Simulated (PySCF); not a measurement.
# SiClF2 (SMILES F[Si](F)Cl) at U-wB97X-V/STO-6G

What is the vertical ionisation energy of SiClF2 at U-wB97X-V/STO-6G? The job is set up through a Python script.

The calculation is run with PySCF 2.14.0.

9 further runs of the same task are left out: 1 that didn't finish, 8 set aside as unsound or not needed.

### 1 The molecule

SiClF2: 4 atoms, total charge 0, spin state doublet. As SMILES, `F[Si](F)Cl`. The shape is that of a PBE0-D4/def2-TZVP optimisation.

Bond lengths: F1–Si2 1.585 Å, Si2–F3 1.585 Å, Si2–Cl4 2.036 Å. Angles: F1–Si2–F3 107.0°, F1–Si2–Cl4 108.9°, F3–Si2–Cl4 108.9°.

### 2 The energy at U-wB97X-V/STO-6G

File input.py:

```python
from pyscf import gto, dft

mol = gto.M(
    atom='F 1.308200 0.129000 0.798000; Si 0.221200 -0.316500 -0.265700; F -0.871800 -1.157400 0.514900; Cl -0.657600 1.344900 -1.047300',
    verbose=3,
    basis='sto-6g',
    max_memory=1860,
    spin=1,
    charge=0,
)

ks = dft.UKS(mol)
ks.xc = 'wb97x-v'
ks.grids.level = 5
ks.nlcgrids.level = 1
ks.conv_tol = 1e-10
ks.kernel()
if not ks.converged:
    ks = ks.newton().run(ks.mo_coeff, ks.mo_occ)

energy = ks.e_tot
print('Final energy', energy)
```

The run is started by

```console
$ OMP_NUM_THREADS=1 python input.py
```

Standard output:

```text
WARN: HOMO -0.189642695746943 >= LUMO -0.189642695746944

converged SCF energy = -945.594808191  <S^2> = 0.75263024  2S+1 = 2.0026285
Final energy -945.594808191
```

Run time: 40 s. Hardware: 1 thread of Arm Neoverse V1, shared host; peak memory 0.24 GiB.

### 3 The singlet cation, same level

File calc.py:

```python
from pyscf import gto, dft

system = gto.Mole()
system.atom = '''
F        1.308200       0.129000       0.798000
Si       0.221200      -0.316500      -0.265700
F       -0.871800      -1.157400       0.514900
Cl      -0.657600       1.344900      -1.047300
'''
system.basis = 'sto-6g'
system.max_memory = 1860
system.verbose = 4
system.charge = 1
system.build()

calc0 = dft.RKS(system, xc='wb97x-v')
calc0.conv_tol = 1e-10
calc0.nlcgrids.level = 1
calc0.grids.level = 5
calc0.kernel()
if not calc0.converged:
    calc0 = calc0.newton().run(calc0.mo_coeff, calc0.mo_occ)

etot = calc0.e_tot
print('E(%s) = %.9f' % ('WB97X-V', etot))
```

The run is started by

```console
$ OMP_NUM_THREADS=1 python calc.py
```

Standard output:

```text
PySCF version 2.14.0

[INPUT] num. atoms = 4
[INPUT] num. electrons = 48
[INPUT] charge = 1
[INPUT] spin (= nelec alpha-beta = 2S) = 0
[INPUT] symmetry False subgroup None
[INPUT] Mole.unit = angstrom
[INPUT] Symbol           X                Y                Z      unit          X                Y                Z       unit  Magmom
[INPUT]  1 F      1.308200000000   0.129000000000   0.798000000000 AA    2.472139716156   0.243774670069   1.508001447403 Bohr   0.0
[INPUT]  2 Si     0.221200000000  -0.316500000000  -0.265700000000 AA    0.418007418754  -0.598098318425  -0.502100231297 Bohr   0.0
[INPUT]  3 F     -0.871800000000  -1.157400000000   0.514900000000 AA   -1.647463235396  -2.187169016572   0.973019981539 Bohr   0.0
[INPUT]  4 Cl    -0.657600000000   1.344900000000  -1.047300000000 AA   -1.242683899514   2.541492664928  -1.979110170257 Bohr   0.0

nuclear repulsion = 217.599300010855
number of shells = 16
number of NR pGTOs = 168
number of NR cGTOs = 28
basis = sto-6g
ecp = {}

******** <class 'pyscf.dft.rks.RKS'> ********
method = RKS
initial guess = minao
damping factor = 0
level_shift factor = 0
DIIS = <class 'pyscf.scf.diis.CDIIS'>
diis_start_cycle = 1
diis_space = 8
diis_damp = 0
SCF conv_tol = 1e-10
SCF conv_tol_grad = None
SCF max_cycles = 50
direct_scf = True
direct_scf_tol = 1e-13
XC library pyscf.dft.libxc version 7.0.0
    S. Lehtola, C. Steigemann, M. J.T. Oliveira, and M. A.L. Marques.,  SoftwareX 7, 1–5 (2018)
XC functionals = wb97x-v
    N. Mardirossian and M. Head-Gordon.,  Phys. Chem. Chem. Phys. 16, 9904-9924 (2014)
radial grids:
    Treutler-Ahlrichs [JCP 102, 346 (1995); DOI:10.1063/1.469408] (M4) radial grids

becke partition: Becke, JCP 88, 2547 (1988); DOI:10.1063/1.454033
pruning grids: <function nwchem_prune>
grids dens level: 5
symmetrized grids: False
atomic radii adjust function: <function treutler_atomic_radii_adjust>
** Following is NLC and NLC Grids **
NLC functional = wb97x-v
radial grids:
    Treutler-Ahlrichs [JCP 102, 346 (1995); DOI:10.1063/1.469408] (M4) radial grids

becke partition: Becke, JCP 88, 2547 (1988); DOI:10.1063/1.454033
pruning grids: <function nwchem_prune>
grids dens level: 1
symmetrized grids: False
atomic radii adjust function: <function treutler_atomic_radii_adjust>
small_rho_cutoff = 0
Set gradient conv threshold to 1e-05
Initial guess from minao.
tot grids = 174360
tot grids = 23328
init E= -945.57861816453
  HOMO = -0.522856272554427  LUMO = -0.189642695746931  gap/eV = 9.06720
cycle= 1 E= -945.090913754121  delta_E= 0.488  |g|= 0.682  |ddm|= 2.67
  HOMO = -0.535022469913709  LUMO = -0.345609104098355  gap/eV = 5.15420
cycle= 2 E= -945.168671042665  delta_E= -0.0778  |g|= 0.704  |ddm|= 2.23
  HOMO = -0.602086263564665  LUMO = -0.317619469945492  gap/eV = 7.74074
cycle= 3 E= -945.332807236836  delta_E= -0.164  |g|= 0.0512  |ddm|= 0.978
  HOMO = -0.635284738765259  LUMO = -0.296096372890047  gap/eV = 9.22979
cycle= 4 E= -945.334185188283  delta_E= -0.00138  |g|= 0.0117  |ddm|= 0.128
  HOMO = -0.632474157904798  LUMO = -0.29293475008715  gap/eV = 9.23934
cycle= 5 E= -945.33426903469  delta_E= -8.38e-05  |g|= 0.0021  |ddm|= 0.0308
  HOMO = -0.633142548129836  LUMO = -0.293159611961046  gap/eV = 9.25141
cycle= 6 E= -945.334274201954  delta_E= -5.17e-06  |g|= 0.000566  |ddm|= 0.00815
  HOMO = -0.633215927415797  LUMO = -0.293161673650612  gap/eV = 9.25335
cycle= 7 E= -945.334274757249  delta_E= -5.55e-07  |g|= 0.000164  |ddm|= 0.00325
  HOMO = -0.633246297780187  LUMO = -0.293146242551233  gap/eV = 9.25459
cycle= 8 E= -945.334274786508  delta_E= -2.93e-08  |g|= 0.000107  |ddm|= 0.00068
  HOMO = -0.633258519241949  LUMO = -0.293139730086151  gap/eV = 9.25510
cycle= 9 E= -945.334274794942  delta_E= -8.43e-09  |g|= 2.05e-05  |ddm|= 0.00034
  HOMO = -0.633259644758188  LUMO = -0.293140506539593  gap/eV = 9.25511
cycle= 10 E= -945.334274795637  delta_E= -6.96e-10  |g|= 6.06e-06  |ddm|= 0.00012
  HOMO = -0.633261189553274  LUMO = -0.293139999788205  gap/eV = 9.25517
cycle= 11 E= -945.334274795705  delta_E= -6.8e-11  |g|= 1.52e-06  |ddm|= 4.22e-05
  HOMO = -0.63326132224718  LUMO = -0.293140067623203  gap/eV = 9.25517
Extra cycle  E= -945.334274795707  delta_E= -1.82e-12  |g|= 8.47e-07  |ddm|= 5.01e-06
converged SCF energy = -945.334274795707
E(WB97X-V) = -945.334274796
```

Run time: 37 s. Hardware: 1 thread of Arm Neoverse V1, shared host; peak memory 0.23 GiB.

### 4 What came out

At U-wB97X-V/STO-6G:

| quantity | value |
| --- | --- |
| doublet SiClF2: total energy | -945.59481 Eh |
| doublet SiClF2: dipole moment | 2.57 D |
| doublet SiClF2: HOMO energy (highest over α and β) | -6.13 eV |
| doublet SiClF2: LUMO energy (lowest over α and β) | 2.07 eV |
| doublet SiClF2: ⟨S²⟩ | 0.753 |
| singlet cation: total energy | -945.33427 Eh |
| singlet cation: HOMO energy | -17.23 eV |
| singlet cation: LUMO energy | -7.98 eV |
| singlet cation: HOMO–LUMO gap | 9.26 eV |
| vertical ionisation energy (to the singlet cation) | 7.089 eV |

Removing an electron at fixed nuclei costs 7.09 eV (684 kJ/mol). Only the singlet of the ionised species was computed; a triplet could lie lower. In a minimal basis such a difference can be off by several eV, whatever the method. Mulliken charges (doublet SiClF2) run from -0.38 on Cl4 to +0.84 on Si2.
